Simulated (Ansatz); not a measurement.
# LuAlAs2: the cost of one run

Computed with Ansatz 0.2.0 (reference: DFT, HSE06, plane waves, PAW, unless a step's input says otherwise).

4 further runs of the same task are left out: 1 for a known fault of the program, 3 that didn't finish.

## (1) The structure to begin with

It takes space group P4/mmm (No. 123, tetragonal). Conventional cell: a = 3.883 Å, b = 3.883 Å, c = 5.620 Å, α = 90.00°, β = 90.00°, γ = 90.00°. Al (site symmetry 4/mmm) has 6 As at 2.75 to 2.81 Å as nearest neighbours. Around As (site symmetry 4/mmm) lie 4 Lu at 2.75 Å and 2 Al at 2.81 Å. Lu (site symmetry 4/mmm) has 6 As at 2.75 to 2.81 Å as nearest neighbours. As (site symmetry 4/mmm) is surrounded by 4 Al at 2.75 Å and 2 Lu at 2.81 Å.

As a file:

```
CELL_PARAMETERS angstrom
3.88274 0.00000 0.00000
0.00000 3.88274 0.00000
0.00000 0.00000 5.61977
ATOMIC_POSITIONS crystal
Al 0.00000 0.00000 0.00000
As 0.00000 0.00000 0.50000
Lu 0.50000 0.50000 0.50000
As 0.50000 0.50000 0.00000
```

## (2) The reference run

File input.yaml:

```yaml
crystal:
  lattice:
    - [3.8827437403, 0.0, 0.0]
    - [0.0, 3.8827437403, 0.0]
    - [0.0, 0.0, 5.619768925]
  atoms:
    - { symbol: Al, position: [0.0, 0.0, 0.0] }
    - { symbol: As, position: [0.0, 0.0, 0.5] }
    - { symbol: Lu, position: [0.5, 0.5, 0.5] }
    - { symbol: As, position: [0.5, 0.5, 0.0] }
kpoints:
  mp_grid: { grid: [4, 4, 2] }
hamiltonian:
  xc: hse06
scf:
  occupations: { method: fermi_dirac, width: 0.02 }
  n_extra_bands: 5
output:
  forces: true
  stress: true
  eigenvalues: true
```

Command:

```sh
ansatz run input.yaml --threads 4 --pin off --max-ram 3686MiB --backend cpu --events-out ev --progress --plain --runs-dir out
```

What time and memory should one allow on 4 threads of an Arm CPU, shared host?

About 29 s, with a peak of 1.1 GiB.
